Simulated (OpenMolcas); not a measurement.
# Ir²⁺ among point charges: CASSCF and CASPT2 levels and susceptibility

Aim: the splitting of the states of Ir²⁺ in the field of 6 point charges, its lowest levels with spin-orbit coupling and its magnetic susceptibility.

Method: state-averaged CASSCF and CASPT2, spin-orbit coupling by RASSI with atomic mean-field integrals. Code: OpenMolcas 26.06.

### 1 What is computed

- Species: Ir²⁺ (iridium, Z = 77, 75 electrons)
- Basis: ANO-RCC-VTZP [8s7p5d3f1g], 84 functions
- Scalar Hamiltonian: DKH2, point nucleus
- Inactive shells: 1s 2s 2p 3s 3p 3d 4s 4p 4d 4f 5s 5p
- Active space: 7 electrons in 5 orbitals (5d)
- Some configurations of this space: 5d7
- Orbitals: optimised for each spin and parity, averaged over all roots

Outer shells as boxes (Hund's rule):

5d7
```
5d [↑↓][↑↓][↑ ][↑ ][↑ ]
```

The ion sits among 6 point charges of -1 e arranged as an octahedron (Oh), 2.47 Å from the ion.

The work runs as a chain of OpenMolcas steps in one folder; each step below is one input file. Labels, J, g values, rates, χT and fits are worked out afterwards by a script from the matrices that RASSI stores. The input lists half of the charges; inversion (Group=XYZ) makes the rest.

### 2 One- and two-electron integrals

The input, a.inp:

```
&GATEWAY
Coord
1

Ir 0.0 0.0 0.0
Basis=ANO-RCC-VTZP
Group=XYZ
NoMove
AngMom=0.0 0.0 0.0
AMFI
XField
3 Angstrom 0
2.470000 0.000000 0.000000 -1.000000
0.000000 2.470000 0.000000 -1.000000
0.000000 0.000000 2.470000 -1.000000
&SEWARD
```

Command:

```sh
$ OMP_NUM_THREADS=1 MOLCAS_MEM=1689 MOLCAS_PROJECT=a pymolcas a.inp > a.log
```

### 3 CASSCF: quartets of even parity, 10 roots

The input, a.inp:

```
&RASSCF
FileOrb=start.orb
Symmetry=1
Spin=4
nActEl=7 0 0
Inactive=15 19
Ras2=5 0
CIRoot=10 10 1
SDav=10
CIMx=300
Iter=120 100
PrWF=0.3
OrbListing=Nothing
MaxOrb=0
>>> COPY $Project.JobIph JOB001
```

start.orb holds the contracted functions of the basis, ordered by shell, or the orbitals of the step before.

### 4 CASSCF: doublets of even parity, 40 roots

The input, a.inp:

```
&RASSCF
FileOrb=start.orb
Symmetry=1
Spin=2
nActEl=7 0 0
Inactive=15 19
Ras2=5 0
CIRoot=40 40 1
SDav=40
CIMx=300
Iter=120 100
PrWF=0.3
OrbListing=Nothing
MaxOrb=0
>>> COPY $Project.JobIph JOB002
```

### 5 RASSI: spin-orbit coupling between the states

The input, a.inp:

```
&RASSI
NrOfJobIphs=2 10 40
1 2 3 4 5 6 7 8 9 10
1 2 3 4 5 6 7 8 9 10 11 12 13 14 15 16 17 18 19 20 21 22 23 24 25 26 27
28 29 30 31 32 33 34 35 36 37 38 39 40
IphNames
JOB001
JOB002
EJob
SpinOrbit
DIPRint=1.0
SOCoupling=1000.0
Subsets=2
Property=9
'ANGMOM' 1 'ANGMOM' 2 'ANGMOM' 3 'MLTPL  1' 1 'MLTPL  1' 2 'MLTPL  1' 3
'AMFI' 1 'AMFI' 2 'AMFI' 3
SOProperty=3
'ANGMOM' 1 'ANGMOM' 2 'ANGMOM' 3
```

### 6 CASPT2: IPEA 0.25, imaginary shift 0.1 (closed shells correlated: 5s 5p)

The input, a.inp:

```
>>> COPY JOB001 $Project.JobIph
&CASPT2
Multistate=10 1 2 3 4 5 6 7 8 9 10
NoMult
Frozen=14 16
IPEA=0.25
Imaginary=0.1
MaxIter=60
WThr=0.0 0.3 0.05
PrWF=0.5
NoMix
>>> COPY JOB002 $Project.JobIph
&CASPT2
Multistate=40 1 2 3 4 5 6 7 8 9 10 11 12 13 14 15 16 17 18 19 20 21 22
23 24 25 26 27 28 29 30 31 32 33 34 35 36 37 38 39 40
NoMult
Frozen=14 16
IPEA=0.25
Imaginary=0.1
MaxIter=60
WThr=0.0 0.3 0.05
PrWF=0.5
NoMix
```

(Steps that only read results are left out.)

**Question.** What will these runs give? Wanted: spin-free ground state; first state of the same spin within the active space; lowest level; next level.

The runs gave:

| quantity | value |
| --- | --- |
| method | SS-CASPT2, IPEA 0.25, imaginary shift 0.1 (closed shells correlated: 5s 5p) |
| spin-free ground state | 4T1, 3-fold in its orbital part |
| first state of the same spin within the active space | 4T2 at 2640 cm⁻¹ |
| lowest level | 2-fold Γ6, g = 4.90, 4.90, 4.90 |
| next level | 580.6 cm⁻¹ |
| χT at 300 K | 4.06 cm³ K/mol |
| effective moment at 300 K | 5.70 μB |

Cost by method:

```
                                              method  time of its own steps  time with the reference
                                           A. CASSCF                   10 s                     10 s
B. SS-CASPT2, IPEA 0.25, imaginary shift 0.1, +5s 5p                  8.8 s                     19 s
```

Times are of one thread on a shared host.

In words: The spin-free ground state (4T1) comes to 99 % from free-ion F terms and keeps the highest spin of the shell. χT at 300 K is 4.06, against 1.88 cm³ K/mol for the spin alone, so orbital moment adds to it. An active space of the d shell alone favours high spin; real ions in strong fields can be low spin. A ligand-field fit to the states below 45000 cm-1 gives 10Dq = 2807 cm-1, B = 591 cm-1 and C = 3157 cm-1 (C/B = 5.34), with a deviation of 292 cm-1. CASPT2 does not keep the components of a term degenerate, and the means are used. The field of point charges can differ much from that of real complexes. With metal d orbitals alone active, the gaps between spin states are rough; where two lie within a few thousand cm-1, their order is open. Point charges carry no covalency, so the field is a model and not that of real ligands.
